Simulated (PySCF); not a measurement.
# RbIn+: from the state search to spectroscopic constants

One table from this session's results is given with a row withheld; the runs are named, their logs left out.

Method: Rb def2-SVP with ECP28, In def2-SVP with ECP28, scalar-relativistic core potentials; program: PySCF 2.14.0.

The first run:

Settings of the job:

```yaml
atoms: Rb, In
charge: 1
basis: Rb def2-SVP with ECP28, In def2-SVP with ECP28
Hamiltonian: scalar-relativistic core potentials
basis_functions: 50
electrons_treated: 29
masses_in_u: 84.9118, 114.9039
levels: PBE0, PBE, r²SCAN, r²SCAN0, BHandHLYP, BP86, HF, MP2, SCS-MP2, CCSD, CCSD(T)
grid: 80 radial by 434 angular points
occupations: held fixed by the projection of orbital angular momentum
dissociation_limit: Rb+ + In, each in its ground configuration
starting_distance_in_angstrom: 3.550
values_of_2S_to_try: 1, 3
```

On the command line:

```bash
$ OMP_NUM_THREADS=1 python dia.py task.json out
```

Among the steps run: Set-up; First curve: PBE0; Higher solutions at PBE0; PBE (GGA); r²SCAN (meta-GGA); r²SCAN0; BHandHLYP (global hybrid GGA); BP86 (GGA); UHF; MP2 and coupled cluster.

One of the session's tables, all rows but one given; the rest of the session is left out.

Energy (eV) from each level's lowest point:

| R (Å) | UHF | UHF-MP2 | UHF-SCS-MP2 | UHF-CCSD | UHF-CCSD(T) |
| --- | --- | --- | --- | --- | --- |
| 3.603 | 0.197 | 0.135 | 0.145 | n/a | n/a |
| 3.771 | 0.101 | 0.060 | 0.067 | 0.060 | 0.058 |
| 3.939 | 0.043 | 0.020 | 0.023 | 0.020 | 0.019 |
| 4.064 | ? | ? | ? | ? | ? |
| 4.190 | 0.005 | 0.000 | 0.000 | 0.000 | 0.000 |
| 4.316 | 0.000 | 0.002 | 0.000 | 0.002 | 0.002 |
| 4.483 | 0.002 | 0.011 | 0.008 | 0.012 | 0.013 |
| 4.693 | 0.014 | 0.031 | 0.026 | 0.032 | 0.033 |
| 4.944 | 0.036 | 0.061 | 0.054 | 0.062 | 0.064 |
| 5.279 | 0.073 | 0.106 | 0.097 | n/a | n/a |

Estimate the missing values for R (Å) = 4.064.

Worked estimate for «UHF». A straight line through the neighbours (3.939, 0.043) and (4.190, 0.005) gives 0.043 + (0.005 − 0.043) × (4.064 − 3.939) / (4.190 − 3.939) = 0.024; a parabola fitted to 4 rows on both sides gives 0.018.

As computed: UHF: 0.019; UHF-MP2: 0.005; UHF-SCS-MP2: 0.007; UHF-CCSD: 0.005; UHF-CCSD(T): 0.005. In «UHF» the line misses by +0.005 and the parabola by -0.001.
